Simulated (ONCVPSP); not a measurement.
**An ONCV potential for Cu, from input to tests**

Do these settings give a usable potential? It is generated, then checked for transferability, scattering, ghosts and hardness.

Method: ONCVPSP 4.0.1, PBE, scalar-relativistic.

### Step 1. Settings

The settings as typed:

| Quantity | Value |
| --- | --- |
| element | copper (Cu, Z = 29) |
| type | optimised norm-conserving Vanderbilt (ONCV) |
| frozen core | [Ne] |
| valence charge | 19 |
| reference configuration | 3s2 3p6 3d10 4s0.5 4p0.5 |
| partial waves | 3s+4s: rc 1.30 bohr, ncon 3, nbas 7, qcut 7.8 1/bohr, 2 projectors; 3p+4p: rc 1.30 bohr, ncon 5, nbas 10, qcut 12.9 1/bohr, 2 projectors; 3d: rc 1.30 bohr, ncon 3, nbas 8, qcut 10 1/bohr, local |
| local potential | the d channel |
| core correction | Teter function, parameters optimised by the program |

The nodes and maxima of the atom's own shells, from an earlier all-electron run, set the scale for the radii.

All-electron outer shells of the reference configuration (PBE, scalar-relativistic, ld1.x):

```tsv
shell	level (eV)	outermost node (bohr)	outermost maximum (bohr)
2s	-1063.54	0.07	0.20
2p	-918.05	–	0.16
3s	-115.85	0.29	0.61
3p	-73.30	0.26	0.62
3d	-6.18	–	0.60
4s	-5.42	0.89	2.24
4p	-1.27	0.97	3.47
```

### Step 2. The generation run

File Cu.dat:

```
# ATOM AND REFERENCE CONFIGURATION
# atsym  z   nc   nv     iexc    psfile
  Cu 29.00    3    5        4      upf
#
#   n    l    f
    1    0    2.00
    2    0    2.00
    2    1    6.00
    3    0    2.00
    3    1    6.00
    3    2   10.00
    4    0    0.50
    4    1    0.50
#
# PSEUDOPOTENTIAL AND OPTIMIZATION
# lmax
    2
#
#   l,   rc,      ep,       ncon, nbas, qcut
    0    1.30    0.00    3    7    7.80
    1    1.30    0.00    5   10   12.90
    2    1.30    0.00    3    8   10.00
#
# LOCAL POTENTIAL
# lloc, lpopt,  rc(5),   dvloc0
    2    5    1.30    0.00
#
# VANDERBILT-KLEINMAN-BYLANDER PROJECTORs
# l, nproj, debl
    0    2    2.60
    1    2    0.40
    2    0    0.40
#
# MODEL CORE CHARGE
# icmod, fcfact, rcfact
    4    0.30    0.00
#
# LOG DERIVATIVE ANALYSIS
# epsh1, epsh2, depsh
   -6.00    5.00    0.04
#
# OUTPUT GRID
# rlmax, drl
    6.00    0.01
#
# TEST CONFIGURATIONS
# ncnf
    4
# nvcnf
#   n    l    f
    5
    3    0    2.00
    3    1    6.00
    3    2   10.00
    4    0    1.00
    4    1    0.00
#
    5
    3    0    2.00
    3    1    6.00
    3    2   10.00
    4    0    0.00
    4    1    0.00
#
    5
    3    0    2.00
    3    1    6.00
    3    2    9.00
    4    0    0.00
    4    1    0.00
#
    5
    3    0    2.00
    3    1    6.00
    3    2    9.00
    4    0    1.00
    4    1    0.00
#
```

On the command line:

```console
oncvpsp.x < Cu.dat > Cu.out
```

Q: Predict the outcome of this session. Wanted: cutoffs for 1 and 0.1 mHa per electron, occupied waves; bound ghosts; GHOST(+) flags; configuration tests; largest phase difference near zero energy, channels read; rms error of d²Exc/dn², without and with the model core.

**Answer**, as computed:

| quantity | value |
| --- | --- |
| cutoffs for 1 and 0.1 mHa per electron, occupied waves | 46 Ha and 78 Ha |
| bound ghosts | s at -115.19 eV |
| GHOST(+) flags | none at low energy |
| configuration tests | no usable energy difference |
| largest phase difference near zero energy, channels read | 0.034 rad |
| rms error of d²Exc/dn², without and with the model core | 1.03 and 0.75 mHa |

In words: A bound ghost (s) makes it unfit for use: electrons can fall into a state that the atom doesn't have. Of the tests 4 gave no usable energy difference, which is a warning in itself. It counts as hard, with 46 Ha needed at the looser tolerance. Near zero energy the largest phase difference among the channels read is 0.03 rad, in the d channel. These are tests on the free atom; a crystal test is still owed.
